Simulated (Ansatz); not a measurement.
# GaP: the cost of one run

Program: Ansatz 0.2.0. Level of theory: DFT PBE, scalar-relativistic, plane waves, PAW. These are calculated values, not measurements.

## 1. The system as given

Symmetry: F-43m, No. 216, cubic system. Conventional cell: a = 5.452 Å, b = 5.452 Å, c = 5.452 Å, α = 90.00°, β = 90.00°, γ = 90.00°. Around Ga (site symmetry -43m) lie 4 P at 2.36 Å. Around P (site symmetry -43m) lie 4 Ga at 2.36 Å.

Coordinates:

```cif
data_structure
_symmetry_space_group_name_H-M 'F-43m'
_symmetry_Int_Tables_number 216
_cell_length_a 5.4516
_cell_length_b 5.4516
_cell_length_c 5.4516
_cell_angle_alpha 90.000
_cell_angle_beta 90.000
_cell_angle_gamma 90.000
_cell_volume 162.02
loop_
_atom_site_label
_atom_site_type_symbol
_atom_site_symmetry_multiplicity
_atom_site_Wyckoff_symbol
_atom_site_fract_x
_atom_site_fract_y
_atom_site_fract_z
_atom_site_occupancy
Ga1 Ga 4 a 0.00000 0.00000 0.00000 1
P1 P 4 c 0.25000 0.25000 0.25000 1
```

The structure comes from the Materials Project (structure only).

(A quick probe on a coarse mesh, which set the mesh and smearing, is not shown.)

## 3. The relaxation

File input.yaml:

```yaml
crystal:
  lattice:
    - [0.0, 2.72581249, 2.72581249]
    - [2.72581249, 0.0, 2.72581249]
    - [2.72581249, 2.72581249, 0.0]
  atoms:
    - { symbol: Ga, position: [0.0, 0.0, 0.0] }
    - { symbol: P, position: [0.75, 0.75, 0.75] }
basis:
  ecutwfc: 420
kpoints:
  mp_grid: { grid: [8, 8, 8] }
hamiltonian:
  xc: pbe
scf:
  occupations: { method: gaussian, width: 0.02 }
output:
  forces: true
  stress: true
  eigenvalues: true
relax:
  adjacent_minimum: "off"
  f_tol: 0.005
  max_steps: 80
  cell: { stress_tol: 0.05 }
```

Run with:

```console
$ ansatz run input.yaml --threads 4 --pin off --max-ram 8192MiB --backend cpu --events-out ev --progress --plain --runs-dir out
```

**Question.** How long does this run take on 4 threads of Arm Neoverse V1, shared host, and how much memory does it need?

About 2.5 s, with a peak of 0.33 GiB.
